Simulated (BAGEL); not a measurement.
# HF/STO-3G (density fitting with qzvpp-jkfit) run of SiBr2 (SMILES Br[Si]Br)

Aim: the vertical singlet–triplet gap of SiBr2 at HF/STO-3G (density fitting with qzvpp-jkfit), from 2 runs. 

The calculation is run with BAGEL 1.2.2.

1 further run of the same task is left out (set aside as unsound or not needed).

### Step 1. Starting point

SiBr2 has 3 atoms, charge 0, and is taken as a singlet. SMILES: `Br[Si]Br`. Geometry: relaxed at PBE0-D4/def2-TZVP.

Bond lengths: Br1–Si2 2.249 Å, Si2–Br3 2.249 Å. Angles: Br1–Si2–Br3 101.9°.

### Step 2. A single-point energy at HF/STO-3G (density fitting with qzvpp-jkfit)

Input file calc.json:

```json
{ "bagel": [

{
  "title": "molecule",
  "basis": "sto-3g",
  "df_basis": "qzvpp-jkfit",
  "angstrom": "true",
  "geometry": [
    { "atom": "Br", "xyz": [       0.975100,       1.342100,       0.670900 ] },
    { "atom": "Si", "xyz": [      -0.770000,       0.385700,      -0.376400 ] },
    { "atom": "Br", "xyz": [      -0.216000,      -1.792600,      -0.307800 ] }
  ]
},

{
  "title": "hf"
},

{
  "title": "print",
  "file": "orbitals.molden",
  "orbitals": "true"
}

]}
```

Command:

```bash
$ BAGEL_NUM_THREADS=1 BAGEL calc.json > calc.out
```

Output:

```text
* using 1 threads per process

  ===============================================================
  ===============================================================

  *** Geometry ***

  { "atom" : "Br", "xyz" : [      1.842672,      2.536201,      1.267817 ] },
  { "atom" : "Si", "xyz" : [     -1.455089,      0.728867,     -0.711293 ] },
  { "atom" : "Br", "xyz" : [     -0.408181,     -3.387523,     -0.581658 ] },

  Number of auxiliary basis functions:      660

  Since a DF basis is specified, we compute 2- and 3-index integrals:
    o Being stored without compression. Storage requirement is 0.011 GB

  Number of basis functions:       45
  Number of electrons      :       84

    * METHOD: MOLECULE                             0.37

  *** RHF ***

  === Nuclear Repulsion ===
   416.1857779811

      * DIIS with orbital gradients will be used.

  === RHF iteration (sto-3g) ===
      0      -5374.91700059          0.00787161           0.12
      1      -5374.99132211          0.00223259           0.11
      2      -5374.99592354          0.00030471           0.11
      3      -5374.99620446          0.00008456           0.11
      4      -5374.99622237          0.00001638           0.11
      5      -5374.99622288          0.00000420           0.11
      6      -5374.99622292          0.00000043           0.11
      7      -5374.99622292          0.00000006           0.11
      8      -5374.99622292          0.00000001           0.11
      9      -5374.99622292          0.00000000           0.11
    * SCF iteration converged.

    * Permanent dipole moment:
           (    0.805036,    -0.427732,     0.390748) a.u.

    * METHOD: HF                                   1.32

    * METHOD: PRINT                                0.01

  ===============================================================
```

Run time: 1.9 s. Hardware: 1 thread of Arm Neoverse V1, shared host; peak memory 0.11 GiB.

### Step 3. The triplet

Input file input.json:

```json
{ "bagel": [

{
  "title": "molecule",
  "basis": "sto-3g",
  "df_basis": "qzvpp-jkfit",
  "angstrom": true,
  "geometry": [
    { "atom": "Br", "xyz": [    0.975100,    1.342100,    0.670900 ] },
    { "atom": "Si", "xyz": [   -0.770000,    0.385700,   -0.376400 ] },
    { "atom": "Br", "xyz": [   -0.216000,   -1.792600,   -0.307800 ] }
  ]
},
{
  "title": "uhf",
  "nopen": 2
},
{
  "title": "print",
  "file": "orbitals.molden",
  "orbitals": true
}

]}
```

Command:

```bash
$ BAGEL_NUM_THREADS=1 BAGEL input.json > input.out
```

Output:

```text
* using 1 threads per process

  ===============================================================
  ===============================================================

  *** Geometry ***

  { "atom" : "Br", "xyz" : [      1.842672,      2.536201,      1.267817 ] },
  { "atom" : "Si", "xyz" : [     -1.455089,      0.728867,     -0.711293 ] },
  { "atom" : "Br", "xyz" : [     -0.408181,     -3.387523,     -0.581658 ] },

  Number of auxiliary basis functions:      660

  Since a DF basis is specified, we compute 2- and 3-index integrals:
    o Being stored without compression. Storage requirement is 0.011 GB

  Number of basis functions:       45
  Number of electrons      :       84

    * METHOD: MOLECULE                             0.37

  *** Open-shell HF ***

  === Nuclear Repulsion ===
   416.1857779811

      * DIIS with orbital gradients will be used.

  === UHF iteration (sto-3g) ===
      0      -5374.88639085          0.01070632           0.24
      1      -5374.92919781          0.00213920           0.23
      2      -5374.93222147          0.00095586           0.23
      3      -5374.93297696          0.00053538           0.23
      4      -5374.93344631          0.00010923           0.22
      5      -5374.93350630          0.00003410           0.23
      6      -5374.93351304          0.00000594           0.23
      7      -5374.93351321          0.00000202           0.23
      8      -5374.93351324          0.00000043           0.23
      9      -5374.93351325          0.00000005           0.23
     10      -5374.93351325          0.00000002           0.23
     11      -5374.93351325          0.00000001           0.23
     12      -5374.93351325          0.00000000           0.23
    * SCF iteration converged.

    * S^2 (UHF) is 2.0037

    * Permanent dipole moment:
           (    1.116688,    -0.593440,     0.542005) a.u.

    * METHOD: UHF                                  3.19

    * METHOD: PRINT                                0.01

  ===============================================================
```

Wall time 3.9 s (1 thread of Arm Neoverse V1, shared host); peak memory 0.11 GiB.

### Step 4. Outcome

Level: HF/STO-3G (density fitting with qzvpp-jkfit).

```
                                        quantity           value
                           singlet: total energy  -5374.99622 Eh
                          singlet: dipole moment          2.52 D
                            singlet: HOMO energy        -6.99 eV
                            singlet: LUMO energy         4.14 eV
                          singlet: HOMO–LUMO gap        11.13 eV
                           triplet: total energy  -5374.93351 Eh
                          triplet: dipole moment          3.50 D
                                   triplet: ⟨S²⟩           2.004
vertical energy of the triplet above the singlet        1.706 eV
```

At this shape the triplet lies 1.71 eV (165 kJ/mol) above the singlet. In a minimal basis such a difference can be off by several eV, whatever the method.
